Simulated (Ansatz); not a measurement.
# AlClFHO: the cost of one run

Program: Ansatz 0.2.0, Gaussian basis. Level of theory: unrestricted cation, the program's frozen cores in correlated methods. These are calculated values, not measurements.

Levels to be run: UKS PBE-D4/def2-TZVPP; UKS r2SCAN-D4/def2-TZVPP; UKS PBE0-D4/def2-TZVPP; UKS B3LYP-D4/def2-TZVPP; UKS wB97X-V/def2-TZVPP; UKS wB97M-V/def2-TZVPP; UKS B2PLYP/def2-TZVPP; UHF-CCSD(T)/def2-TZVPP; UHF-CCSD(T)/def2-QZVPP; extrapolation to the limit; then −ε(HOMO) from the neutral's earlier runs with LDA (SPW92), PBE-D4, revPBE-D4, BLYP-D4, r2SCAN-D4, B97M-V, PBE0-D4, B3LYP-D4, r2SCANh-D4, r2SCAN0-D4, HSE06-D4, BHLYP-D4, CAM-B3LYP-D4, LC-ωPBE, ωB97X-V, ωB97M-V.

### 1 The relaxed structure

All runs share one geometry, relaxed beforehand with PBE0-D4 in a triple-zeta def2 set.

SMILES `[OH][Al]([F])[Cl]`, 5 atoms, charge 0, spin multiplicity 1.

Atoms are counted from 1 here; the program's logs count them from 0.

Bond lengths: O1–Al2 1.675 Å, O1–H5 0.956 Å, Al2–F3 1.634 Å, Al2–Cl4 2.076 Å. Angles: Al2–O1–H5 123.4°, O1–Al2–F3 118.3°, O1–Al2–Cl4 122.8°, F3–Al2–Cl4 118.8°.

### 2 Cation, UKS PBE-D4/def2-TZVPP

File in.yaml:

```yaml
crystal:
  periodic: [false, false, false]
  atoms:
    - {symbol: O, position_ang: [0.455928, 1.205124, -0.026628]}
    - {symbol: Al, position_ang: [-0.053391, -0.362236, 0.275045]}
    - {symbol: F, position_ang: [0.081654, -0.942460, 1.796659]}
    - {symbol: Cl, position_ang: [-0.845260, -1.591143, -1.198745]}
    - {symbol: H, position_ang: [0.410968, 1.617015, -0.887831]}
basis:
  gaussian: {orbitals: def2-TZVPP}
total_charge: 1
magnetization: {spin_polarized: true, initial_magnetization: 1}
hamiltonian: {xc: pbe, dispersion: d4}
```

Launch:

```console
$ ansatz run in.yaml --threads 2 --pin off --events-out ev --progress --plain --max-ram 31744MiB --backend cpu
```

Q: Estimate wall time and peak memory on 2 threads of AMD EPYC 7R13, shared host.

About 13 s, with a peak of 0.38 GiB.
